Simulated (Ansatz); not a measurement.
**Ga3As2N: what a guessed cell relaxes into**

The task: take a trial cell of Ga3As2N to zero force and stress.

Computed with Ansatz 0.2.0 (DFT PBE, scalar-relativistic, plane waves, PAW, unless a step's input says otherwise).

## 1. The starting structure

Symmetry: I4/mmm, No. 139, tetragonal system. Conventional cell: a = 3.770 Å, b = 3.770 Å, c = 15.995 Å, α = 90.00°, β = 90.00°, γ = 90.00°. Around Ga (site symmetry 4/mmm) lie 4 N at 2.67 Å and 2 As at 2.67 Å. Around Ga (site symmetry 4mm) lie 5 As at 2.67 Å and 1 N at 2.67 Å. Around As (site symmetry 4mm) lie 6 Ga at 2.67 Å. N (site symmetry 4/mmm) has 6 Ga at 2.67 Å as nearest neighbours.

As a file:

```
CELL_PARAMETERS angstrom
-1.88504 1.88504 7.99754
1.88504 -1.88504 7.99754
1.88504 1.88504 -7.99754
ATOMIC_POSITIONS crystal
Ga 0.50000 0.50000 0.00000
Ga 0.83333 0.83333 0.00000
Ga 0.16667 0.16667 0.00000
As 0.66667 0.66667 0.00000
As 0.33333 0.33333 0.00000
N 0.00000 0.00000 0.00000
```

The start is an ordering of an alloy on its end members' structure types: elements ordered on the sites of the GaN type, As/N on N (I4/mmm, No. 139).

## 2. The guess as it stands, on a coarse mesh

Input file input.yaml:

```yaml
crystal:
  lattice:
    - [-1.88503942, 1.88503942, 7.99754493]
    - [1.88503942, -1.88503942, 7.99754493]
    - [1.88503942, 1.88503942, -7.99754493]
  atoms:
    - { symbol: Ga, position: [0.5, 0.5, 0.0] }
    - { symbol: Ga, position: [0.83333333, 0.83333333, 0.0] }
    - { symbol: Ga, position: [0.16666667, 0.16666667, 0.0] }
    - { symbol: As, position: [0.66666667, 0.66666667, 0.0] }
    - { symbol: As, position: [0.33333333, 0.33333333, 0.0] }
    - { symbol: "N", position: [0.0, 0.0, 0.0] }
basis:
  ecutwfc: 420
kpoints:
  mp_grid: { grid: [6, 6, 6] }
hamiltonian:
  xc: pbe
scf:
  occupations: { method: gaussian, width: 0.1 }
  lower_state_search: "off"
output:
  forces: true
  stress: true
  eigenvalues: true
```

On the command line:

```
> ansatz run input.yaml --threads 1 --pin off --max-ram 2560MiB --backend cpu --events-out ev --progress --plain --runs-dir out
```

The session goes on with these runs: a loose first relaxation; relaxation on the finer mesh.

**Question.** What will these runs give? Wanted: conventional cell; volume; energy over the elements; gap on the mesh.

The runs gave:

| quantity | value |
| --- | --- |
| symmetry at the end (tolerance 0.05 Å) | space group I4/mmm (No. 139) |
| conventional cell | a = 3.595 Å, b = 3.595 Å, c = 16.430 Å, α = 90.00°, β = 90.00°, γ = 90.00° |
| volume | 17.70 Å³/atom |
| energy over the elements (uncorrected; H, N, O, F and Cl as molecules) | +0.16 eV/atom |
| gap on the mesh | none (metal) |

**Reading.** The space group I4/mmm (No. 139) is kept, and the volume per atom shrinks by 6.6 % from the first guess. With a positive formation energy it can't be a ground state. No finished test with a distortion of lower symmetry is shown, so the end may be a saddle point.
